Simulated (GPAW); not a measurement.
Crystal: NbTe.

```xyz
2
Lattice="3.7030 0.0000 0.0000 -1.8515 3.2069 0.0000 0.0000 0.0000 3.6942" Properties=species:S:1:pos:R:3 pbc="T T T"
Te    1.8515    1.0690    0.0000
Nb    0.0000    0.0000    1.8471
```

The cell comes from a database or a generator and needn't be the stable form of this composition.

| Property | Result |
| --- | --- |
| Program | GPAW 26.7.0 |
| Task | single point |
| Functional | PBE |
| Potentials or basis | GPAW PAW data sets (gpaw-data 1.2.1) |
| Cutoff | 600 eV |
| Basis | pw |
| k mesh | 8 × 8 × 7 |
| Occupations | fermi-dirac, width 0.05 eV |
| Spin | no spin polarisation |

On this cell: pressure -1.5 GPa; largest force under 0.003 eV/Å; band gap on the k mesh none (metal or under the smearing width).

The same run follows on a disturbed copy (atoms moved at random, drawn with an rms of 0.05 Å):

```xyz
2
Lattice="3.7030 0.0000 0.0000 -1.8515 3.2069 0.0000 0.0000 0.0000 3.6942" Properties=species:S:1:pos:R:3 pbc="T T T"
Te    1.8537    1.0567   -0.0208
Nb    0.0075   -0.0087    1.8724
```

What does the disturbed cell give?

The energy (extrapolated to zero smearing) moves by +5.1 meV/atom; pressure -1.4 GPa; largest force 0.438 eV/Å; band gap on the k mesh none (metal or under the smearing width).

Forces on the atoms (eV/Å):
```
Te   0.050  0.033  0.434
Nb  -0.050 -0.033 -0.434
```

Stress tensor (GPa, compression positive):
```
-1.43  0.12  0.03
 0.12 -1.58  0.02
 0.03  0.02 -1.14
```
